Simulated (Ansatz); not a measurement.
**TiSi4Ni3: further runs on a relaxed guess**

The task, for TiSi4Ni3: see whether it has a gap, which orbitals make up the states near it and how charge is shared.

Computed with Ansatz 0.2.0 (DFT PBE, scalar-relativistic, plane waves, PAW, unless a step's input says otherwise).

## 1. Starting point

It takes space group Pmm2 (No. 25, orthorhombic). Conventional cell: a = 3.727 Å, b = 5.809 Å, c = 4.755 Å, α = 90.00°, β = 90.00°, γ = 90.00°. Ti (site symmetry mm2) is surrounded by 8 Si at 2.58 to 2.84 Å and 4 Ni at 2.92 to 2.94 Å. Si (site symmetry m) has 5 Ni at 2.33 to 2.41 Å and 2 Ti at 2.67 to 2.84 Å and 3 Si at 2.71 to 2.77 Å in its first shell of neighbours. Si (site symmetry m) has 4 Ni at 2.38 to 2.43 Å and 3 Si at 2.40 to 2.71 Å and 2 Ti at 2.58 Å in its first shell of neighbours. Ni (site symmetry mm2) has 6 Si at 2.33 to 2.42 Å in its first shell of neighbours. Ni (site symmetry mm2) is surrounded by 6 Si at 2.38 to 2.41 Å and 2 Ni at 2.53 Å. Ni (site symmetry mm2) is surrounded by 6 Si at 2.37 to 2.43 Å and 2 Ni at 2.53 Å.

Coordinates:

```
Ti Si Ni
1.0
     3.72693    0.00000    0.00000
     0.00000    5.80855    0.00000
     0.00000    0.00000    4.75501
Ti Si Ni
1 4 3
Direct
  0.00000 0.50000 0.02773
  0.00000 0.73858 0.54845
  0.00000 0.26142 0.54845
  0.50000 0.20651 0.13920
  0.50000 0.79349 0.13920
  0.50000 0.50000 0.50121
  0.50000 0.00000 0.57164
  0.00000 0.00000 0.93010
```

It is the end of an earlier relaxation with the same method, from a generated guess; it is a trial structure. At a tolerance of 0.05 Å it has space group Pmm2 (No. 25); it has 12.87 Å³/atom, an uncorrected energy of -0.38 eV/atom over the elements.

## 2. Bands, states and charges

input.yaml reads:

```yaml
crystal:
  lattice:
    - [3.7269282645, 0.0, 0.0]
    - [0.0, 5.8085522571, 0.0]
    - [0.0, 0.0, 4.7550129569]
  atoms:
    - { symbol: Ti, position: [0.0, 0.5, 0.0277345242] }
    - { symbol: Si, position: [0.0, 0.7385835943, 0.5484514461] }
    - { symbol: Si, position: [0.0, 0.2614164057, 0.5484514461] }
    - { symbol: Si, position: [0.5, 0.2065091688, 0.1392038711] }
    - { symbol: Si, position: [0.5, 0.7934908312, 0.1392038711] }
    - { symbol: Ni, position: [0.5, 0.5, 0.5012106348] }
    - { symbol: Ni, position: [0.5, 0.0, 0.5716421254] }
    - { symbol: Ni, position: [0.0, 0.0, 0.930102081] }
basis:
  ecutwfc: 420
kpoints:
  mp_grid: { grid: [10, 8, 8] }
  band_path:
    path:
      - [[0.0, 0.0, 0.0], [0.5, 0.0, 0.0], [0.5, 0.5, 0.0], [0.0, 0.5, 0.0], [0.0, 0.0, 0.0], [0.0, 0.0, 0.5], [0.5, 0.0, 0.5], [0.5, 0.5, 0.5], [0.0, 0.5, 0.5], [0.0, 0.0, 0.5]]
      - [[0.5, 0.0, 0.0], [0.5, 0.0, 0.5]]
      - [[0.0, 0.5, 0.0], [0.0, 0.5, 0.5]]
      - [[0.5, 0.5, 0.0], [0.5, 0.5, 0.5]]
    npoints: 14
hamiltonian:
  xc: pbe
scf:
  occupations: { method: gaussian, width: 0.1 }
  n_extra_bands: 20
output:
  forces: true
  stress: true
  eigenvalues: true
  populations: true
  dos: { projected: true, de: 0.02, nscf_kmesh: { grid: [12, 10, 10] } }
  bader: true
  write_density: true
  write_potential: true
  elf: true
  volumetric_format: npy
```

The run is started by

```sh
ansatz run input.yaml --threads 4 --pin off --max-ram 8192MiB --backend cpu --events-out ev --progress --plain --runs-dir out
```

**Question.** What will these runs give? Wanted: gap; states at the Fermi level; Bader charges.

**Answer**, as computed:

```
                 quantity                                             value
                      gap                                      none (metal)
states at the Fermi level                              3.20 per eV per cell
            Bader charges  Ti +1.20, Si -0.08 to +0.12, Ni -0.51 to -0.36 e
```

In words: It comes out metallic. Of the projected weight within 0.25 eV of the Fermi level, the largest part is Ni 3d (34 %) and Ti 3d (32 %). Bader charges reach 1.2 e, so charge transfer in this metal is strong. Spin polarisation is off in the runs that give these values; a magnetic solution could lie lower.
